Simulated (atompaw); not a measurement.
# Sb: the cost of one run

Program: atompaw 4.2.0.5. Reference atom: PBE, scalar-relativistic, spherical and spin-unpolarised. All values are calculated.

## (1) The atom and the settings

Typed settings, in words:

```json
{"element": "antimony (Sb, Z = 51)", "type": "PAW", "frozen core": "[Kr]", "valence charge": "15", "reference configuration": "4d10 5s1 5p4", "partial waves": "5s (bound): rc 2.12 bohr; 5s channel at -0.45 Ry: rc 2.12 bohr; 5p (bound): rc 2.12 bohr; 5p channel at 0.6 Ry: rc 1.96 bohr; 4d (bound): rc 2.12 bohr; 4d channel at -1.75 Ry: rc 2.12 bohr", "local potential": "bessel scheme, radius 2.02 bohr", "core correction": "smooth core density matched at 2.06 bohr", "augmentation charge": "besselshape compensation charge, radius 1.82 bohr; PAW radius 2.12 bohr; waves and projectors: custom polynom vanderbiltortho"}
```

The outer shells as boxes (Hund's rule for the drawing; the calculation is spin-unpolarised):

```
[Kr] core
4d [↑↓][↑↓][↑↓][↑↓][↑↓]
5s [↑ ]
5p [↑↓][↑ ][↑ ]
```

The nodes and maxima of the atom's own shells, from an earlier all-electron run, set the scale for the radii.

All-electron outer shells of the reference configuration (PBE, scalar-relativistic, ld1.x):

```tsv
shell	level (eV)	outermost node (bohr)	outermost maximum (bohr)
4s	-150.30	0.39	0.73
4p	-103.25	0.39	0.76
4d	-34.91	0.38	0.84
5s	-13.62	0.95	1.88
5p	-5.41	1.04	2.32
```

## (2) Generation

File Sb.input:

```
Sb 51
GGA-PBE scalarrelativistic loggrid 1500 logderivrange -5 5 251
5 5 4 0 0 0
5 0 1
5 1 4
0 0 0
c
c
c
c
v
c
c
c
v
c
v
2
2.12 1.82 2.02 2.06
y
-0.45
n
y
0.6
n
y
-1.75
n
custom polynom vanderbiltortho besselshape
bessel
2.12
2.12
2.12
1.96
2.12
2.12
PWSCFOUT
UPFDX 0.0125d0 UPFXMIN -7.d0 UPFZMESH 51.d0
END
```

On the command line:

```
$ atompaw < Sb.input > Sb.log
```

**Question.** How long does this run take on 1 thread of Intel Xeon Platinum 8488C, shared host?

About 3.7 s.
